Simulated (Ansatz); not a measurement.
# HBr (singlet): wave-function methods side by side at distance Br1–H2 = 1.108 Å, cc-pVDZ

An exercise on one series of results from a longer session: the logs are not shown, and one member is left open.

Method: cc-pVDZ, core rule «outside noble gas», up to 14 orbitals frozen; program: Ansatz 0.2.0, Gaussian basis.

The runs, in order: UHF; CCSD(T) on RHF; BCCD(T) on RHF; CISD; CCSDT(Q) on RHF; CISDTQ; CCSDTQ on RHF; CASSCF and MRCISD+Q, 2 electrons in 2 orbitals; CASSCF and NEVPT2, 2 electrons in 2 orbitals; CASSCF and MRCISD+Q, 8 electrons in 5 orbitals; CASSCF and NEVPT2, 8 electrons in 5 orbitals; Full CI.

16 further runs of the same task are left out: 13 that didn't finish, 3 set aside as unsound or not needed.

## The geometry

The geometry derives from a PBE0/def2-TZVP stationary point (not a proven minimum). One bond is set to the value named and the two fragments are kept rigid. No spin-orbit coupling is included. The filled d shell of Br may be among the frozen orbitals whatever the setting's name suggests; the logs give the count.

2 atoms, charge 0, spin multiplicity 1.

Atoms are counted from 1 here; the program's logs count them from 0.

Bond lengths: Br1–H2 1.108 Å.

Set-up of the first run:

Contents of in.yaml:

```yaml
crystal:
  periodic: [false, false, false]
  atoms:
    - {symbol: Br, position_ang: [0.000000, 0.000000, 0.000000]}
    - {symbol: H, position_ang: [0.000000, 0.000000, 1.108000]}
basis:
  gaussian: {orbitals: cc-pVDZ}
magnetization: {spin_polarized: true, initial_magnetization: 0}
hamiltonian: {xc: hf}
output: {orbitals: {seedname: orbitals}}
```

Run with:

```
$ ansatz run in.yaml --threads 1 --pin off --events-out ev --progress --plain --max-ram 2393MiB
```

Among the steps run: UHF; CCSD(T) on RHF; BCCD(T) on RHF; CISD; CCSDT(Q) on RHF; CISDTQ; CCSDTQ on RHF; CASSCF and MRCISD+Q, 2 electrons in 2 orbitals; CASSCF and NEVPT2, 2 electrons in 2 orbitals; CASSCF and MRCISD+Q, 8 electrons in 5 orbitals; CASSCF and NEVPT2, 8 electrons in 5 orbitals; Full CI.

One of the session's tables, all rows but one given; the rest of the session is left out.

It belongs to the step «Misses and costs». 

| method | from FCI (kJ/mol) |
| --- | --- |
| RHF | +367.7 |
| RMP2 | +43.6 |
| CISD | +18.4 |
| RCCSD | +5.7 |
| RCCSD(T) | +1.0 |
| BCCD(T) | +1.0 |
| RCCSDT | +0.5 |
| CISDTQ | +0.4 |
| RCCSDT(Q) | 0.0 |
| RCCSDTQ | 0.0 |
| CASSCF pair | +339.0 |
| MRCISD pair | +15.4 |
| MRCISD+Q pair | -1.6 |
| CASSCF valence | ? |
| NEVPT2 valence | +72.4 |
| MRCISD valence | +15.1 |
| MRCISD+Q valence | -1.2 |
| FCI | 0 |

Estimate the missing values for CASSCF valence.

The run gave: from FCI (kJ/mol): +335.0. In the column «from FCI (kJ/mol)» it lies between NEVPT2 valence (+72.4) and CASSCF pair (+339.0).

Not comparable, so not listed: CASSCF and NEVPT2, 2 electrons in 2 orbitals (they don't share determinant, frozen orbitals or solution with the rows shown, or repeat one).

To keep in mind: MRCISD+Q pair, MRCISD+Q valence fall below full CI: the +Q correction isn't variational, and the cores differ from full CI's. Warnings in the runs' records: passed over end.
